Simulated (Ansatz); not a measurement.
Run this with the Ansatz DFT code, driven from Python and show what comes out.

The script, `tae.py`:
```python
from collections import Counter

import ansatz as az


def total_energy(molecule, charge=0, unpaired=0):
    calc = (
        molecule.calculation()
        .basis(gaussian="pcseg-2")
        .functional("r2scan0")
    )
    if charge:
        calc = calc.charge(charge)
    if unpaired:
        calc = calc.spin("collinear", total=unpaired)
    return calc.run(threads=1).report["free_energy_ev"]

geometry_ang = [
    ("N", (1.1435, -0.741, -0.6398)),
    ("C", (-0.1803, -0.5369, 0.0498)),
    ("O", (-0.0786, -0.9609, 1.3639)),
    ("Al", (-0.7106, 1.3918, 0.0472)),
    ("H", (0.9755, -0.3837, -1.6578)),
    ("H", (1.8099, -0.0609, -0.2061)),
    ("H", (-0.9375, -1.1271, -0.4602)),
    ("H", (0.1044, -1.9312, 1.3378)),
    ("H", (-2.1557, 1.7979, 0.7994)),
    ("H", (0.1125, 2.5009, -0.6312)),
]
ch6alno = az.Crystal.molecule()
for symbol, xyz in geometry_ang:
    ch6alno = ch6alno.atom(symbol, xyz)

unpaired = {"N": 3, "C": 2, "O": 2, "Al": 1, "H": 1}
counts = Counter(site.symbol for site in ch6alno.cartesian_sites)
atom_energy = {s: total_energy(az.Crystal.molecule().atom(s, (0, 0, 0)), 0, unpaired[s]) for s in counts}
whole = total_energy(ch6alno, 0, 0)
for s, e in atom_energy.items():
    print(f"{s:2s} x{counts[s]}  {e:14.5f} eV")
print(f"CH6AlNO: {whole:.5f} eV")
split = sum(counts[s] * e for s, e in atom_energy.items()) - whole
print(f"atomisation energy (no zero-point term): {split:.3f} eV, {split / sum(counts.values()):.3f} eV an atom")
```

Output of `python tae.py`:
```text
N  x1     -1485.17925 eV
C  x1     -1029.46846 eV
O  x1     -2042.32601 eV
Al x1     -6594.10410 eV
H  x6       -13.60583 eV
CH6AlNO: -11265.29665 eV
atomisation energy (no zero-point term): 32.584 eV, 3.258 eV an atom
```

32.584 eV from the electronic energies, without the zero-point term.

Reading the output:
- Total energies depend on the basis set; only differences at equal settings carry meaning.
- The geometry is a force-field or estimated start, not a minimum of this method, and the basis set is short of its limit. All parts are taken at fixed geometry, without zero-point energy.
- Timing: 14 s on 1 thread of Arm Neoverse V1, on a shared host, peak memory 0.49 GiB.
